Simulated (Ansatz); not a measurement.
# SrAg2Sn2: properties at the relaxed cell

The task here is to estimate one member of a computed series from the others.

Program: Ansatz 0.2.0. Level of theory: DFT PBEsol, scalar-relativistic, plane waves, PAW. These are calculated values, not measurements.

**The starting structure**

The structure is tetragonal, space group I4/mmm (No. 139). Conventional cell: a = 4.652 Å, b = 4.652 Å, c = 11.482 Å, α = 90.00°, β = 90.00°, γ = 90.00°. Sr (site symmetry 4/mmm) is surrounded by 8 Sn at 3.58 Å and 8 Ag at 3.69 Å. Ag (site symmetry -4m2) has 4 Sn at 2.75 Å in its first shell of neighbours. Sn (site symmetry 4mm) is surrounded by 4 Ag at 2.75 Å and 1 Sn at 2.80 Å.

Structure file:

```xyz
5
Lattice="-2.3259 2.3259 5.7411 2.3259 -2.3259 5.7411 2.3259 2.3259 -5.7411" Properties=species:S:1:pos:R:3 pbc="T T T"
Sr    0.0000    0.0000    0.0000
Ag    0.0000    2.3259    2.8706
Ag    2.3259    0.0000    2.8706
Sn    0.0000    0.0000    4.3387
Sn    0.0000    0.0000    7.1436
```

It is the result of an earlier relaxation at this level (volume 24.85 Å³/atom; gap on the mesh: none (metal)).

Set-up of the first run:

The input, input.yaml:

```yaml
crystal:
  lattice:
    - [-2.3023896247, 2.3023896247, 5.6831501123]
    - [2.3023896247, -2.3023896247, 5.6831501123]
    - [2.3023896247, 2.3023896247, -5.6831501123]
  atoms:
    - { symbol: Sr, position: [0.0, 0.0, 0.0] }
    - { symbol: Ag, position: [0.75, 0.25, 0.5] }
    - { symbol: Ag, position: [0.25, 0.75, 0.5] }
    - { symbol: Sn, position: [0.3778563823, 0.3778563823, 0.0] }
    - { symbol: Sn, position: [0.6221436177, 0.6221436177, 0.0] }
basis:
  ecutwfc: 420
kpoints:
  mp_grid: { grid: [12, 12, 12] }
hamiltonian:
  xc: pbesol
scf:
  occupations: { method: gaussian, width: 0.1 }
output:
  forces: true
  stress: true
  eigenvalues: true
relax:
  adjacent_minimum: "off"
  f_tol: 0.01
  max_steps: 30
  cell: { stress_tol: 0.1, fix: [volume] }
```

Run with:

```
> ansatz run input.yaml --threads 1 --pin off --max-ram 2560MiB --backend cpu --events-out ev --progress --plain --runs-dir out
```

Among the steps run: Point at V/V0 = 0.97; Volume × 1.03; Volume × 0.94; Point at V/V0 = 1.06; The cell scaled to 0.91 of its volume; Volume × 1.10; Volume × 0.88.

One table of the session follows, with a row left open; its other results are not shown here.

It belongs to the step «Energy against volume». 

```
volume (Å³/atom)  energy above the lowest point (meV/atom)  pressure (GPa)
          21.865                                      84.7           10.29
          22.610                                      44.6            7.02
          23.356                                      18.6            4.26
          24.101                                       4.4            1.95
          24.846                                       0.0            0.00
          25.592                                         ?               ?
          26.337                                      14.8           -3.00
          27.331                                      38.2           -4.48
```

Q: Estimate the row for volume (Å³/atom) = 25.592 from the others.

Worked estimate for «energy above the lowest point (meV/atom)». A straight line through the neighbours (24.846, 0.0) and (26.337, 14.8) gives 0.0 + (14.8 − 0.0) × (25.592 − 24.846) / (26.337 − 24.846) = 7.4; a parabola fitted to 4 rows on both sides gives 4.1.

**Answer.** energy above the lowest point (meV/atom): 3.9; pressure (GPa): -1.63. In «energy above the lowest point (meV/atom)» the line misses by +3.5 and the parabola by +0.2.
